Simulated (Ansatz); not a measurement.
Crystal: AgRh.

```
Ag Rh
1.0
     2.77759    0.00000    0.00000
    -1.38879    2.40546    0.00000
     0.00000    0.00000    4.80860
Ag Rh
1 1
Direct
  0.00000 0.00000 0.50000
  0.66667 0.33333 0.00000
```

The cell comes from a database or a generator and needn't be the stable form of this composition.

```yaml
Program: Ansatz 0.2.0
Task: relaxation of cell and atoms
Functional: r2SCAN
Potentials_or_basis: Ansatz PAW
Cutoff: "500 eV (not typed: the program's choice for these potentials)"
k_mesh: 11 × 11 × 6
Occupations: fermi-dirac, width 0.05 eV
Spin: no spin polarisation
```

At the start: volume 16.06 Å³/atom.

**Question.** How do energy, volume and symmetry change on relaxing?

**Answer.** It ends after 5 steps and the volume is 15.39 Å³/atom (-4.2 %); space group P-6m2 (No. 187, to 0.05 Å).

The path:
| step | energy change (eV) | largest force (eV/Å) | volume (Å³) |
| --- | --- | --- | --- |
| 1 | 0.0000 | 0.0000 | 32.13 |
| 2 | -0.0290 | 0.0000 | 30.93 |
| 3 | -0.0295 | 0.0000 | 30.77 |
| 4 | -0.0295 | 0.0000 | 30.78 |
| 5 | -0.0289 | 0.0000 | 30.78 |

Final structure:
```
Ag Rh
1.0
     2.74350    0.00000    0.00000
    -1.37175    2.37594    0.00000
     0.00000    0.00000    4.72272
Ag Rh
1 1
Cartesian
  0.0000 0.0000 2.3614
  1.3717 0.7920 0.0000
```

Caveat: the plane-wave basis is chosen anew once the cell has moved, so the energies of steps on either side of that aren't comparable; the PAW data sets come from PBE, with cores solved anew for the run's functional, which leaves a small shift of forces and pressure.
